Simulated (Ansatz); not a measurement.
# ScGa3: stress in a strained cell

Aim: deform ScGa3 (zz strain of -1 %) and compute stress, forces and field gradients with LAPW, PAW and all-electron datasets made for the crystal.

Computed with Ansatz 0.2.0 (DFT LDA, scalar-relativistic, unless a step's input says otherwise).

## 1. Starting point

It takes space group Pm-3m (No. 221, cubic). Conventional cell: a = 4.095 Å, b = 4.095 Å, c = 4.095 Å, α = 90.00°, β = 90.00°, γ = 90.00°. Sc (site symmetry m-3m) has 12 Ga at 2.90 Å in its first shell of neighbours. Ga (site symmetry 4/mmm) is surrounded by 4 Sc at 2.90 Å and 8 Ga at 2.90 Å.

Structure file:

```cif
data_structure
_symmetry_space_group_name_H-M 'P 1'
_symmetry_Int_Tables_number 1
_cell_length_a 4.0950
_cell_length_b 4.0950
_cell_length_c 4.0950
_cell_angle_alpha 90.000
_cell_angle_beta 90.000
_cell_angle_gamma 90.000
_cell_volume 68.67
loop_
_atom_site_label
_atom_site_type_symbol
_atom_site_fract_x
_atom_site_fract_y
_atom_site_fract_z
_atom_site_occupancy
Sc1 Sc 0.00000 0.00000 0.00000 1
Ga1 Ga 0.00000 0.50000 0.50000 1
Ga2 Ga 0.50000 0.00000 0.50000 1
Ga3 Ga 0.50000 0.50000 0.00000 1
```

Atoms are numbered in the order of the input: Sc1, Ga2, Ga3, Ga4.

## 2. After the deformation

Space group Pm-3m before, P4/mmm after.

## 3. Full-potential LAPW

input.yaml reads:

```yaml
crystal:
  lattice:
    - [4.095, 0.0, 0.0]
    - [0.0, 4.095, 0.0]
    - [0.0, 0.0, 4.05405]
  atoms:
    - { symbol: Sc, position: [0.0, 0.0, 0.0] }
    - { symbol: Ga, position: [0.0, 0.5, 0.5] }
    - { symbol: Ga, position: [0.5, 0.0, 0.5] }
    - { symbol: Ga, position: [0.5, 0.5, 0.0] }
kpoints:
  mp_grid: { grid: [9, 9, 9] }
  band_path:
    path:
      - [0.0, 0.0, 0.0]
      - [0.0, 0.5, 0.0]
      - [0.5, 0.5, 0.0]
      - [0.0, 0.0, 0.0]
      - [0.0, 0.0, 0.5]
      - [0.0, 0.5, 0.5]
      - [0.5, 0.5, 0.5]
      - [0.0, 0.0, 0.5]
      - [0.0, 0.5, 0.0]
    npoints: 5
scf:
  occupations: { method: fermi_dirac, width: 0.05 }
hamiltonian:
  xc: lda
  pseudopotentials: { kind: all_electron, lapw: { basis_error: 0.001 } }
output:
  forces: true
  stress: true
  eigenvalues: true
```

Launch:

```
$ ansatz run input.yaml --threads 1 --pin off --max-ram 4096MiB --backend cpu --events-out ev --progress --plain --runs-dir out
```

## 4. Frozen-core PAW

input.yaml reads:

```yaml
crystal:
  lattice:
    - [4.095, 0.0, 0.0]
    - [0.0, 4.095, 0.0]
    - [0.0, 0.0, 4.05405]
  atoms:
    - { symbol: Sc, position: [0.0, 0.0, 0.0] }
    - { symbol: Ga, position: [0.0, 0.5, 0.5] }
    - { symbol: Ga, position: [0.5, 0.0, 0.5] }
    - { symbol: Ga, position: [0.5, 0.5, 0.0] }
kpoints:
  mp_grid: { grid: [9, 9, 9] }
scf:
  occupations: { method: fermi_dirac, width: 0.05 }
hamiltonian:
  xc: lda
  pseudopotentials: { kind: paw }
output:
  forces: true
  stress: true
  eigenvalues: true
  efg: { contact_densities: true }
```

## 5. All-electron PAW on datasets made for the crystal

Edit input.yaml of step 4 so:

```diff
@@ -16,3 +16,3 @@
   xc: lda
-  pseudopotentials: { kind: paw }
+  pseudopotentials: { kind: all_electron, datasets: crystal }
 output:
```

(Steps that only read results are left out.)

Before running it: what results should come out? Wanted: pressure; largest shear or deviatoric stress.

The runs gave:

| quantity | value |
| --- | --- |
| pressure | LAPW -4.75, PAW -4.78, crystal datasets -4.75 GPa |
| largest shear or deviatoric stress (LAPW) | 0.78 GPa |

In words: The largest part of the stress beyond the pressure is 0.78 GPa in size, in the zz component; the atoms are carried along and not relaxed. No run of the undeformed cell stands beside it, so pressure and stress hold what the given cell had before the change, as far as its symmetry allows. PAW: stress within 0.04 GPa of LAPW. Crystal datasets: stress within 0.01 GPa of LAPW.
